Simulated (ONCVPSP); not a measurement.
**Pseudopotential generation for Al: ONCV, LDA (Perdew-Zunger)**

Do these settings give a usable potential? It is generated, then checked for transferability, scattering, ghosts and hardness.

Method: ONCVPSP 4.0.1, LDA (Perdew-Zunger), scalar-relativistic.

### 1 The atom and the settings

The settings as typed:

| Property | Result |
| --- | --- |
| element | aluminium (Al, Z = 13) |
| type | optimised norm-conserving Vanderbilt (ONCV) |
| frozen core | [Ne] |
| valence charge | 3 |
| reference configuration | 3s2 3p0.5 (charge +0.5) |
| partial waves | 3s: rc 2.10 bohr, ncon 4, nbas 9, qcut 3.3 1/bohr, 2 projectors, debl 2.2 Ha; 3p: rc 1.70 bohr, ncon 3, nbas 8, qcut 4 1/bohr, 1 projector |
| local potential | polynomial inside 1.45 bohr (lpopt 4, dvloc0 -1 Ha) |
| core correction | Teter function fitted to the true core (icmod 2), fcfact 0.5 |

The nodes and maxima of the atom's own shells, from an earlier all-electron run, set the scale for the radii.

All-electron outer shells of the reference configuration (LDA (Perdew-Zunger), scalar-relativistic, ld1.x):

```csv
shell,level (eV),outermost node (bohr),outermost maximum (bohr)
2s,-111.34,0.17,0.50
2p,-73.56,–,0.43
3s,-11.18,0.80,2.03
3p,-5.78,0.81,2.52
```

### 2 The generation run

Al.dat

```
# ATOM AND REFERENCE CONFIGURATION
# atsym  z   nc   nv     iexc    psfile
  Al 13.00    3    2        3      upf
#
#   n    l    f
    1    0    2.00
    2    0    2.00
    2    1    6.00
    3    0    2.00
    3    1    0.50
#
# PSEUDOPOTENTIAL AND OPTIMIZATION
# lmax
    1
#
#   l,   rc,      ep,       ncon, nbas, qcut
    0    2.10    0.00    4    9    3.30
    1    1.70    0.00    3    8    4.00
#
# LOCAL POTENTIAL
# lloc, lpopt,  rc(5),   dvloc0
    4    4    1.45   -1.00
#
# VANDERBILT-KLEINMAN-BYLANDER PROJECTORs
# l, nproj, debl
    0    2    2.20
    1    1    2.00
#
# MODEL CORE CHARGE
# icmod, fcfact, rcfact
    2    0.50    0.85
#
# LOG DERIVATIVE ANALYSIS
# epsh1, epsh2, depsh
   -2.00    5.00    0.02
#
# OUTPUT GRID
# rlmax, drl
    6.00    0.01
#
# TEST CONFIGURATIONS
# ncnf
    4
# nvcnf
#   n    l    f
    2
    3    0    2.00
    3    1    1.00
#
    2
    3    0    2.00
    3    1    0.00
#
    2
    3    0    1.00
    3    1    0.00
#
    2
    3    0    1.00
    3    1    2.00
#
```

Started as:

```sh
$ oncvpsp.x < Al.dat > Al.out
```

Q: Predict the outcome of this session. Wanted: cutoffs for 1 and 0.1 mHa per electron, occupied waves; bound ghosts; GHOST(+) flags; largest test error; largest phase difference near zero energy, channels read; rms error of d²Exc/dn², without and with the model core.

**Answer**, as computed:

| quantity | value |
| --- | --- |
| cutoffs for 1 and 0.1 mHa per electron, occupied waves | 5.2 Ha and 26 Ha |
| bound ghosts | none found |
| GHOST(+) flags | s at 110 eV |
| largest test error (AE − PS) | +6.9 meV, for 3s1 3p0 |
| largest phase difference near zero energy, channels read | 0.035 rad |
| rms error of d²Exc/dn², without and with the model core | 4.14 and 0.58 mHa |

**Reading.** The worst unpolarised test, 3s1 3p0, is off by 6.9 meV on 23.1 eV; by total energies transferability rates as good. The potential is soft on the atom at that tolerance: the looser tolerance needs 5.2 Ha. The tighter tolerance needs 26 Ha, and converged work needs a cutoff nearer that. At the looser tolerance the 3s wave is the slowest; 3p needs 2 Ha. No bound ghost shows below the valence levels. Near zero energy the largest phase difference among the channels read is 0.03 rad, in the p channel. The program also flags highly localised states, GHOST(+) (s). All of this concerns the isolated atom, not yet a solid.
